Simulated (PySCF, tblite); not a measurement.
# C5H12SSi: geometry, infrared bands and NMR shifts

Wanted: the infrared bands and NMR shifts of C5H12SSi (`CCS[C@@H]1C[Si@H]1C`), by calculation.

Programs: tblite 0.8.0 and PySCF 2.14.0, with density-fitted response routines of our own. Each step states its level of theory. These are calculated values for one molecule in the gas phase, unless marked as measured. Atoms are numbered from 0 throughout.

**1. The molecule as given**

19 atoms, charge 0, multiplicity 1; geometry from: force field or distance geometry start.

Bonds of the start (Å): C0–C1 1.51, C1–S2 1.81, S2–C3 1.82, C3–C4 1.50, C4–Si5 1.87, Si5–C6 1.86, Si5–C3 1.86, C0–H7 1.11, C0–H8 1.12, C0–H9 1.10, C1–H10 1.10, C1–H11 1.12, C3–H12 1.09, C4–H13 1.10, C4–H14 1.12, Si5–H15 1.49, C6–H16 1.11, C6–H17 1.10, C6–H18 1.09.

**2. Relaxing the molecule with GFN2-xTB**

What the job is given:

```
{"job": {"kind": "relax", "xc": "GFN2-xTB", "basis": "xTB"}, "charge": 0, "multiplicity": 1}
C      2.677300     0.197200    -0.221800
C      2.456800    -1.294600    -0.279400
S      0.782100    -1.687900     0.290500
C     -0.459800    -0.581100    -0.459500
C     -0.344600     0.880000    -0.132700
Si    -1.795300     0.027900     0.684100
C     -3.433300     0.555600    -0.033500
H      2.361800     0.660900    -1.185300
H      2.114700     0.666900     0.620200
H      3.748600     0.417200    -0.087800
H      2.540000    -1.674000    -1.307000
H      3.187500    -1.787000     0.418400
H     -0.829600    -0.893500    -1.431800
H      0.521200     1.167900     0.484000
H     -0.576300     1.621900    -0.933800
H     -1.704600    -0.259700     2.138400
H     -4.228300     0.455000     0.731000
H     -3.304600     1.586300    -0.388300
H     -3.723400    -0.049600    -0.897900
```

Command:

```console
$ OMP_NUM_THREADS=1 python probes_run.py task.json out
```

One launch serves the whole session: the jobs run in the order shown.

**Question.** This job is followed by: GFN2-xTB harmonic vibrations, gas phase; GIAO PBE0/pcSseg-1 NMR shielding, non-relativistic, gas phase. Predict these results of the whole session: strongest single infrared mode (GFN2-xTB); zero-point energy (GFN2-xTB); ¹³C shifts against TMS (PBE0/pcSseg-1); ¹H shifts against TMS (PBE0/pcSseg-1, means over atoms taken as alike); ³³S shifts against CS2 (PBE0/pcSseg-1); ²⁹Si shifts against TMS (PBE0/pcSseg-1); surface potential, 1st and 99th percentile.

**Answer**, as computed:

```
                                                              quantity                                               value
                             strongest single infrared mode (GFN2-xTB)                               2351 cm⁻¹, 236 km/mol
                                          zero-point energy (GFN2-xTB)                                       96.6 kcal/mol
                                ¹³C shifts against TMS (PBE0/pcSseg-1)                   41.8, 22.7, 20.4, 15.3, -11.1 ppm
¹H shifts against TMS (PBE0/pcSseg-1, means over atoms taken as alike)  3.08, 2.60, 2.56, 1.71, 1.52, 1.25, 0.67, 0.28 ppm
                                ³³S shifts against CS2 (PBE0/pcSseg-1)                                              60 ppm
                               ²⁹Si shifts against TMS (PBE0/pcSseg-1)                                          -121.2 ppm
                                 surface potential, 1st and 99th percentile                                  -1.28 V and 0.91 V
```

What this shows: The optimisation took 81 steps and gained 0.676 eV; among the close pairs (by a distance rule), C3–C4 changed most, from 1.502 to 1.538 Å. The lowest mode is imaginary (106i cm⁻¹), so the xTB geometry is not a minimum. The strongest single mode, at 2351 cm⁻¹, moves mainly H15. Unscaled tight-binding wavenumbers are off by several per cent, some by more. Its intensities can rank the bands wrongly. At PBE0/pcSseg-1: The widest tensor belongs to Si5: span 349 ppm, with a paramagnetic part of -412 ppm.
